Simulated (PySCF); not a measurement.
**C3H13F4OP, a solvent cluster: NMR shifts**

What NMR shifts should one expect for `CP(C)(C)=O` with 4 × `F`?

Computed with PySCF 2.14.0; each step states its level. No surroundings beyond the atoms listed, unless a continuum is named. Atoms count from 0, parts from 1.

### Step 1. Starting point

22 atoms, charge 0, multiplicity 1; geometry: GFN2-xTB, MD frame. Parts: 1 = atoms 0–13, `CP(C)(C)=O`, charge 0; 2 = atoms 14–15, `F`, charge 0; 3 = atoms 16–17, `F`, charge 0; 4 = atoms 18–19, `F`, charge 0; 5 = atoms 20–21, `F`, charge 0.

### Step 2. NMR shieldings: 500 fs

The job: settings as JSON, then the geometry in Å.

```
{"job": {"kind": "nmr", "xc": "PBE0", "basis": "pcSseg-1", "pop": false}, "charge": 0, "multiplicity": 1, "parts": [{"atoms": "0-13", "charge": 0, "multiplicity": 1}, {"atoms": "14-15", "charge": 0, "multiplicity": 1}, {"atoms": "16-17", "charge": 0, "multiplicity": 1}, {"atoms": "18-19", "charge": 0, "multiplicity": 1}, {"atoms": "20-21", "charge": 0, "multiplicity": 1}]}
C     -1.921583     1.118793    -0.571160
P     -0.194950     1.528789    -0.549888
C      0.006275     3.371766    -0.139013
C      0.616976     0.814693     1.032983
O      0.551585     1.001005    -1.745953
H     -2.206381     1.614062    -1.513630
H     -2.515320     1.477207     0.277282
H     -2.153286     0.026243    -0.689168
H      0.763471     4.011813    -0.471038
H     -1.111697     3.642436    -0.195902
H      0.201372     3.323724     0.943825
H      0.476384     1.364455     1.972760
H      1.635248     0.681180     0.767360
H      0.156212    -0.151211     1.239961
F     -1.139360    -2.674422    -1.832946
H     -0.884071    -2.155270    -2.602389
F     -0.479947    -3.585956     1.008803
H     -0.411845    -3.502604     0.088364
F      0.063939    -0.873644    -3.397757
H      0.474041    -0.019692    -3.117189
F     -1.717535    -1.547174     1.477278
H     -1.284615    -2.284436     1.715354
```

With the program's defaults for keys left out, this is: GIAO PBE0/pcSseg-1 NMR shielding, non-relativistic, gas phase.

The run is started by

```console
OMP_NUM_THREADS=1 python cluster_run.py task.json out
```

One launch serves the whole session: the jobs run in the order shown.

The log of the run:

```text
coarse grid: 18376 points
cycle   1  E = -936.9699297132  dE =  3.033e-01  |g| = 1.251e+00  |ddm| = 3.636e+00
cycle   2  E = -936.5440624250  dE =  4.259e-01  |g| = 1.972e+00  |ddm| = 2.825e+00
cycle   3  E = -937.2079683234  dE = -6.639e-01  |g| = 3.990e-01  |ddm| = 2.306e+00
cycle   4  E = -937.2380300177  dE = -3.006e-02  |g| = 5.138e-02  |ddm| = 3.344e-01
cycle   5  E = -937.2383585653  dE = -3.285e-04  |g| = 1.469e-02  |ddm| = 3.143e-02
cycle   6  E = -937.2383961591  dE = -3.759e-05  |g| = 5.418e-03  |ddm| = 1.310e-02
cycle   7  E = -937.2384017936  dE = -5.635e-06  |g| = 7.548e-04  |ddm| = 3.959e-03
final grid: 173016 points
cycle   8  E = -937.3199943865  dE = -6.949e-05  |g| = 1.209e-02  |ddm| = 2.723e-02
cycle   9  E = -937.3199516319  dE =  4.275e-05  |g| = 1.922e-02  |ddm| = 2.397e-02
cycle  10  E = -937.3200222100  dE = -7.058e-05  |g| = 2.828e-03  |ddm| = 1.680e-02
cycle  11  E = -937.3200236731  dE = -1.463e-06  |g| = 1.995e-04  |ddm| = 2.286e-03
cycle  12  E = -937.3200236788  dE = -5.680e-09  |g| = 1.035e-04  |ddm| = 2.247e-04
cycle  13  E = -937.3200236805  dE = -1.705e-09  |g| = 2.875e-05  |ddm| = 7.708e-05
cycle  14  E = -937.3200236807  dE = -1.507e-10  |g| = 4.449e-06  |ddm| = 2.194e-05
converged SCF energy = -937.3200236807

GIAO shielding tensors (ppm)
atom      isotropic    diamagn.    paramagn.     s11        s22        s33       span
  0 C      166.001     258.092     -92.090    148.041    165.327    184.637     36.596
  1 P      286.663     969.015    -682.352    204.676    225.402    429.911    225.236
  2 C      158.915     261.050    -102.134    124.321    157.062    195.363     71.042
  3 C      154.630     262.097    -107.467    122.750    150.312    190.828     68.078
  4 O      227.780     401.465    -173.685    119.443    271.881    292.015    172.572
  5 H       29.886      29.239       0.647     26.923     27.815     34.920      7.996
  6 H       30.137      31.354      -1.217     26.554     27.800     36.055      9.501
  7 H       28.213      33.146      -4.933     24.907     25.270     34.463      9.556
  8 H       29.903      30.449      -0.545     26.311     27.419     35.980      9.669
  9 H       28.922      27.294       1.628     24.471     28.659     33.635      9.164
 10 H       30.154      33.215      -3.062     25.179     31.075     34.207      9.028
 11 H       30.391      34.142      -3.751     26.716     28.930     35.527      8.811
 12 H       30.449      36.263      -5.814     27.993     28.564     34.790      6.797
 13 H       29.233      37.416      -8.183     24.362     27.345     35.993     11.631
 14 F      422.854     470.564     -47.710    377.913    389.970    500.681    122.768
 15 H       24.588      29.197      -4.609     13.138     16.839     43.787     30.649
 16 F      411.841     469.290     -57.449    367.440    396.729    471.354    103.914
 17 H       27.037      30.774      -3.737     17.070     20.480     43.561     26.491
 18 F      396.255     471.520     -75.265    328.242    373.898    486.627    158.385
 19 H       22.000      28.349      -6.348      9.708     14.761     41.532     31.825
 20 F      430.722     469.338     -38.616    388.637    405.420    498.110    109.473
 21 H       27.805      34.027      -6.222     15.199     18.971     49.246     34.047

== part 1 alone, relaxed ==
coarse grid: 11552 points
cycle   1  E = -535.7372607046  dE =  5.683e-01  |g| = 9.432e-01  |ddm| = 3.215e+00
cycle   2  E = -535.2251805023  dE =  5.121e-01  |g| = 1.836e+00  |ddm| = 3.727e+00
cycle   3  E = -535.9020590289  dE = -6.769e-01  |g| = 2.343e-01  |ddm| = 3.070e+00
cycle   4  E = -535.9143817608  dE = -1.232e-02  |g| = 6.225e-02  |ddm| = 2.402e-01
cycle   5  E = -535.9153001133  dE = -9.184e-04  |g| = 4.280e-03  |ddm| = 4.344e-02
cycle   6  E = -535.9153039668  dE = -3.853e-06  |g| = 1.597e-03  |ddm| = 6.430e-03
final grid: 105112 points
cycle   7  E = -535.9560970914  dE = -1.764e-05  |g| = 1.140e-02  |ddm| = 2.618e-02
cycle   8  E = -535.9560563669  dE =  4.072e-05  |g| = 1.839e-02  |ddm| = 2.567e-02
cycle   9  E = -535.9561233409  dE = -6.697e-05  |g| = 2.688e-03  |ddm| = 1.836e-02
cycle  10  E = -535.9561247246  dE = -1.384e-06  |g| = 1.286e-04  |ddm| = 2.295e-03
cycle  11  E = -535.9561247286  dE = -4.002e-09  |g| = 3.440e-05  |ddm| = 2.051e-04
cycle  12  E = -535.9561247289  dE = -2.988e-10  |g| = 9.396e-06  |ddm| = 4.800e-05
converged SCF energy = -535.9561247289

GIAO shielding tensors (ppm)
atom      isotropic    diamagn.    paramagn.     s11        s22        s33       span
  0 C      165.785     257.503     -91.718    150.135    157.971    189.250     39.115
  1 P      313.500     964.796    -651.296    234.917    235.161    470.421    235.503
  2 C      165.778     257.494     -91.716    149.960    158.099    189.274     39.314
  3 C      165.724     257.518     -91.794    149.986    157.960    189.226     39.240
  4 O      221.937     393.804    -171.867    106.083    279.670    280.057    173.975
  5 H       30.239      30.989      -0.750     26.865     28.174     35.678      8.813
  6 H       30.958      32.577      -1.619     27.492     28.894     36.487      8.994
  7 H       30.237      30.985      -0.748     26.873     28.176     35.661      8.788
  8 H       30.242      30.988      -0.746     26.872     28.170     35.685      8.813
  9 H       30.961      32.576      -1.615     27.495     28.893     36.495      9.000
 10 H       30.240      30.995      -0.755     26.878     28.187     35.655      8.777
 11 H       30.959      32.584      -1.625     27.503     28.902     36.472      8.969
 12 H       30.239      30.986      -0.746     26.879     28.166     35.673      8.795
 13 H       30.242      31.008      -0.766     26.862     28.195     35.670      8.807

== part 2 alone, relaxed ==
coarse grid: 1712 points
cycle   1  E = -100.2866329870  dE = -4.703e-02  |g| = 4.925e-01  |ddm| = 8.624e-01
cycle   2  E = -100.2714777470  dE =  1.516e-02  |g| = 6.275e-01  |ddm| = 4.911e-01
cycle   3  E = -100.3250745701  dE = -5.360e-02  |g| = 1.863e-02  |ddm| = 2.541e-01
cycle   4  E = -100.3251248364  dE = -5.027e-05  |g| = 3.379e-03  |ddm| = 8.876e-03
cycle   5  E = -100.3251262433  dE = -1.407e-06  |g| = 6.973e-05  |ddm| = 1.263e-03
final grid: 16976 points
cycle   6  E = -100.3344749363  dE = -9.107e-06  |g| = 2.986e-03  |ddm| = 6.102e-03
cycle   7  E = -100.3344743685  dE =  5.677e-07  |g| = 3.673e-03  |ddm| = 2.593e-03
cycle   8  E = -100.3344761288  dE = -1.760e-06  |g| = 3.110e-05  |ddm| = 1.416e-03
cycle   9  E = -100.3344761290  dE = -1.840e-10  |g| = 6.228e-06  |ddm| = 2.095e-05
converged SCF energy = -100.3344761290

GIAO shielding tensors (ppm)
atom      isotropic    diamagn.    paramagn.     s11        s22        s33       span
  0 F      404.804     465.023     -60.219    366.143    366.143    482.126    115.984
  1 H       28.812      28.844      -0.032     21.749     21.749     42.939     21.190
```

It took 40 s on 1 thread of AMD EPYC 9R45, shared host; peak memory 1.1 GiB.

The references, computed at this level on geometries of the same kind, shield at (ppm): 1H TMS 31.72, 13C TMS 186.9, 19F CFCl3 170.9, 17O H2O 336.1, 31P H3PO4 318.4. Their shielding less the atom's gives the shift. The references are single molecules in the gas phase, so shifts against H2O, NH3, PH3, H3PO4 or CFCl3 are not on the usual liquid scales and can be off by tens of ppm. Each atom is listed at this fixed geometry, with no averaging over motion; a spectrum would average atoms that exchange fast.

| atoms | environment | σ (ppm) | δ (ppm) |
| --- | --- | --- | --- |
| C3 | carbon bonded to P, 3 H | 154.6 | 32.3 |
| C2 | carbon bonded to P, 3 H | 158.9 | 28.0 |
| C0 | carbon bonded to P, 3 H | 166.0 | 20.9 |
| H19 | hydrogen on a fluorine | 22.00 | 9.72 |
| H15 | hydrogen on a fluorine | 24.59 | 7.13 |
| H17 | hydrogen on a fluorine | 27.04 | 4.68 |
| H21 | hydrogen on a fluorine | 27.81 | 3.91 |
| H7 | hydrogen on a carbon bonded to P | 28.21 | 3.50 |
| H9 | hydrogen on a carbon bonded to P | 28.92 | 2.80 |
| H13 | hydrogen on a carbon bonded to P | 29.23 | 2.48 |
| H5 | hydrogen on a carbon bonded to P | 29.89 | 1.83 |
| H8 | hydrogen on a carbon bonded to P | 29.90 | 1.81 |
| H6 | hydrogen on a carbon bonded to P | 30.14 | 1.58 |
| H10 | hydrogen on a carbon bonded to P | 30.15 | 1.56 |
| H11 | hydrogen on a carbon bonded to P | 30.39 | 1.33 |
| H12 | hydrogen on a carbon bonded to P | 30.45 | 1.27 |
| P1 | phosphorus bonded to 3 C, O | 286.7 | 31.7 |
| O4 | oxygen bonded to P | 227.8 | 108.3 |
| F18 | fluorine bonded to H | 396.3 | -225.3 |
| F16 | fluorine bonded to H | 411.8 | -240.9 |
| F14 | fluorine bonded to H | 422.9 | -251.9 |
| F20 | fluorine bonded to H | 430.7 | -259.8 |

### Step 3. Nuclear shieldings: 800 fs

The job: settings as JSON, then the geometry in Å.

```
{"job": {"kind": "nmr", "xc": "PBE0", "basis": "pcSseg-1", "pop": false}, "charge": 0, "multiplicity": 1, "parts": [{"atoms": "0-13", "charge": 0, "multiplicity": 1}, {"atoms": "14-15", "charge": 0, "multiplicity": 1}, {"atoms": "16-17", "charge": 0, "multiplicity": 1}, {"atoms": "18-19", "charge": 0, "multiplicity": 1}, {"atoms": "20-21", "charge": 0, "multiplicity": 1}]}
C     -2.290735     0.165439    -0.219267
P     -0.748166     1.137247    -0.461142
C     -1.164126     2.946852    -0.240509
C      0.388136     0.679840     0.881756
O     -0.111100     1.072800    -1.844269
H     -3.055284     0.712409    -0.756642
H     -2.471997    -0.220078     0.752875
H     -2.108175    -0.832146    -0.649962
H     -0.180727     3.461821    -0.290605
H     -1.661630     3.403500    -1.130826
H     -1.520241     3.248277     0.752734
H     -0.147093     0.155677     1.638294
H      0.607006     1.612441     1.352613
H      1.308391     0.157837     0.632072
F     -1.294499    -2.912407    -1.774409
H     -1.402792    -2.722781    -2.678952
F      0.496368    -3.394729     0.305283
H      0.376190    -3.539647    -0.628936
F      0.268676    -1.106765    -2.877777
H      0.227170    -0.232741    -2.569379
F     -1.258306    -2.145248     1.776770
H     -1.088272    -2.922627     1.137427
```

With the program's defaults for keys left out, this is: GIAO PBE0/pcSseg-1 NMR shielding, non-relativistic, gas phase.

The log of the run:

```text
coarse grid: 18376 points
cycle   1  E = -936.9671352940  dE =  3.062e-01  |g| = 1.263e+00  |ddm| = 3.646e+00
cycle   2  E = -936.5678013401  dE =  3.993e-01  |g| = 1.964e+00  |ddm| = 2.801e+00
cycle   3  E = -937.2163929295  dE = -6.486e-01  |g| = 3.750e-01  |ddm| = 2.239e+00
cycle   4  E = -937.2430208697  dE = -2.663e-02  |g| = 5.795e-02  |ddm| = 3.278e-01
cycle   5  E = -937.2434455917  dE = -4.247e-04  |g| = 1.697e-02  |ddm| = 3.672e-02
cycle   6  E = -937.2434963289  dE = -5.074e-05  |g| = 5.339e-03  |ddm| = 1.424e-02
cycle   7  E = -937.2435018336  dE = -5.505e-06  |g| = 8.571e-04  |ddm| = 4.048e-03
final grid: 173016 points
cycle   8  E = -937.3243830662  dE = -7.041e-05  |g| = 1.234e-02  |ddm| = 2.922e-02
cycle   9  E = -937.3243422419  dE =  4.082e-05  |g| = 1.923e-02  |ddm| = 2.348e-02
cycle  10  E = -937.3244121200  dE = -6.988e-05  |g| = 2.867e-03  |ddm| = 1.655e-02
cycle  11  E = -937.3244136363  dE = -1.516e-06  |g| = 2.090e-04  |ddm| = 2.344e-03
cycle  12  E = -937.3244136399  dE = -3.643e-09  |g| = 1.483e-04  |ddm| = 1.962e-04
cycle  13  E = -937.3244136433  dE = -3.337e-09  |g| = 2.322e-05  |ddm| = 8.853e-05
cycle  14  E = -937.3244136434  dE = -1.028e-10  |g| = 4.955e-06  |ddm| = 2.505e-05
converged SCF energy = -937.3244136434

GIAO shielding tensors (ppm)
atom      isotropic    diamagn.    paramagn.     s11        s22        s33       span
  0 C      166.156     261.688     -95.532    141.428    161.263    195.776     54.348
  1 P      278.036     967.356    -689.320    198.561    232.461    403.087    204.526
  2 C      159.903     255.636     -95.733    139.018    148.036    192.656     53.638
  3 C      171.327     259.365     -88.038    148.074    166.403    199.504     51.430
  4 O      224.266     400.662    -176.396    123.006    258.733    291.059    168.053
  5 H       30.407      30.534      -0.127     26.033     28.743     36.444     10.411
  6 H       29.980      33.944      -3.964     26.358     28.081     35.500      9.142
  7 H       29.084      34.895      -5.811     25.249     26.414     35.588     10.340
  8 H       29.632      30.921      -1.289     26.459     27.983     34.455      7.995
  9 H       29.067      27.653       1.414     25.493     26.551     35.156      9.663
 10 H       30.222      29.885       0.337     26.478     27.488     36.700     10.221
 11 H       30.697      35.390      -4.693     26.304     29.180     36.609     10.305
 12 H       31.138      33.961      -2.822     26.173     30.715     36.526     10.353
 13 H       29.769      34.391      -4.622     26.488     27.238     35.582      9.094
 14 F      411.508     468.093     -56.584    362.234    385.838    486.453    124.219
 15 H       27.709      30.045      -2.337     18.948     22.399     41.779     22.831
 16 F      401.427     469.820     -68.393    355.164    375.208    473.910    118.746
 17 H       26.247      29.583      -3.336     17.148     21.209     40.384     23.236
 18 F      410.597     474.223     -63.626    350.761    381.729    499.301    148.540
 19 H       22.924      31.161      -8.237      6.274     10.404     52.094     45.819
 20 F      367.954     471.609    -103.655    304.107    315.868    483.888    179.781
 21 H       23.617      26.686      -3.068     15.825     17.560     37.466     21.641
```

Wall time 32 s (1 thread of AMD EPYC 9R45, shared host); peak memory 1.1 GiB.

In short: δ C2 27.0, C0 20.8, C3 15.6, P1 40.3, H19 8.79, H21 8.10 ppm.

### Step 4. NMR shieldings: 1100 fs

The job: settings as JSON, then the geometry in Å.

```
{"job": {"kind": "nmr", "xc": "PBE0", "basis": "pcSseg-1", "pop": false}, "charge": 0, "multiplicity": 1, "parts": [{"atoms": "0-13", "charge": 0, "multiplicity": 1}, {"atoms": "14-15", "charge": 0, "multiplicity": 1}, {"atoms": "16-17", "charge": 0, "multiplicity": 1}, {"atoms": "18-19", "charge": 0, "multiplicity": 1}, {"atoms": "20-21", "charge": 0, "multiplicity": 1}]}
C     -2.158267    -0.322698     0.581926
P     -1.184127     0.976055    -0.234430
C     -1.576233     2.680079     0.305034
C      0.467488     0.891466     0.400703
O     -1.293125     0.960884    -1.750420
H     -2.996726    -0.516845    -0.153542
H     -2.585246    -0.238945     1.617367
H     -1.616852    -1.226891     0.516133
H     -1.015024     2.952922     1.226532
H     -1.113658     3.369406    -0.520757
H     -2.604796     3.045260     0.486715
H      0.652304    -0.104667     0.844470
H      0.757051     1.616374     1.179466
H      1.137580     1.007725    -0.514502
F     -1.020879    -2.136316    -2.105905
H     -0.890802    -1.743698    -2.988399
F     -0.459551    -3.806667    -0.198018
H     -0.748399    -3.474558    -1.015240
F     -0.540254    -0.292575    -3.827475
H     -0.770436     0.416433    -3.057937
F      0.154045    -2.139728     1.932686
H      0.273786    -2.889549     1.300351
```

Method: GIAO PBE0/pcSseg-1 NMR shielding, non-relativistic, gas phase.

The log of the run:

```text
coarse grid: 18376 points
cycle   1  E = -937.0050573784  dE =  2.159e-01  |g| = 1.219e+00  |ddm| = 3.629e+00
cycle   2  E = -936.6831645189  dE =  3.219e-01  |g| = 1.833e+00  |ddm| = 2.552e+00
cycle   3  E = -937.2367767730  dE = -5.536e-01  |g| = 3.307e-01  |ddm| = 2.000e+00
cycle   4  E = -937.2574819192  dE = -2.071e-02  |g| = 5.440e-02  |ddm| = 2.953e-01
cycle   5  E = -937.2578591366  dE = -3.772e-04  |g| = 1.804e-02  |ddm| = 3.394e-02
cycle   6  E = -937.2579099643  dE = -5.083e-05  |g| = 5.719e-03  |ddm| = 1.312e-02
cycle   7  E = -937.2579153873  dE = -5.423e-06  |g| = 9.159e-04  |ddm| = 3.600e-03
final grid: 173016 points
cycle   8  E = -937.3424752142  dE = -7.092e-05  |g| = 1.072e-02  |ddm| = 2.730e-02
cycle   9  E = -937.3424519980  dE =  2.322e-05  |g| = 1.548e-02  |ddm| = 1.908e-02
cycle  10  E = -937.3424972870  dE = -4.529e-05  |g| = 2.408e-03  |ddm| = 1.300e-02
cycle  11  E = -937.3424983376  dE = -1.051e-06  |g| = 3.024e-04  |ddm| = 2.138e-03
cycle  12  E = -937.3424983474  dE = -9.821e-09  |g| = 1.602e-04  |ddm| = 2.484e-04
cycle  13  E = -937.3424983515  dE = -4.047e-09  |g| = 3.127e-05  |ddm| = 1.074e-04
cycle  14  E = -937.3424983516  dE = -1.842e-10  |g| = 7.170e-06  |ddm| = 2.919e-05
converged SCF energy = -937.3424983516

GIAO shielding tensors (ppm)
atom      isotropic    diamagn.    paramagn.     s11        s22        s33       span
  0 C      166.476     257.768     -91.292    147.856    163.151    188.420     40.565
  1 P      300.962     966.565    -665.602    227.995    244.386    430.506    202.511
  2 C      154.320     254.480    -100.160    128.126    149.408    185.426     57.301
  3 C      162.021     263.690    -101.669    138.972    155.567    191.524     52.552
  4 O      226.294     398.435    -172.141    148.850    233.582    296.449    147.599
  5 H       29.203      28.536       0.667     26.080     27.117     34.411      8.331
  6 H       29.060      29.097      -0.038     25.126     26.373     35.680     10.554
  7 H       30.000      36.478      -6.478     26.432     26.814     36.754     10.322
  8 H       29.972      31.134      -1.162     25.495     29.030     35.391      9.896
  9 H       27.869      27.144       0.724     24.591     26.382     32.633      8.043
 10 H       29.164      26.875       2.289     25.500     26.228     35.766     10.266
 11 H       28.628      35.969      -7.341     23.150     27.284     35.449     12.299
 12 H       29.754      33.821      -4.067     25.250     28.612     35.400     10.151
 13 H       28.738      33.928      -5.190     25.369     27.379     33.466      8.098
 14 F      406.881     473.769     -66.888    349.064    387.698    483.881    134.817
 15 H       22.727      29.687      -6.960     10.064     15.655     42.461     32.397
 16 F      419.050     469.140     -50.090    367.920    400.503    488.728    120.808
 17 H       25.674      30.171      -4.497     13.243     17.655     46.124     32.881
 18 F      377.448     475.143     -97.695    298.410    342.132    491.803    193.393
 19 H       17.816      23.615      -5.798      4.062      7.571     41.817     37.755
 20 F      393.777     469.944     -76.168    328.816    367.564    484.949    156.133
 21 H       24.789      27.511      -2.722     14.855     19.096     40.416     25.561
```

Wall time 31 s (1 thread of AMD EPYC 9R45, shared host); peak memory 1.1 GiB.

In short: δ C2 32.6, C3 24.9, C0 20.4, P1 17.4, H19 13.90, H15 8.99 ppm.

(Part 1 of 2 ends here.)
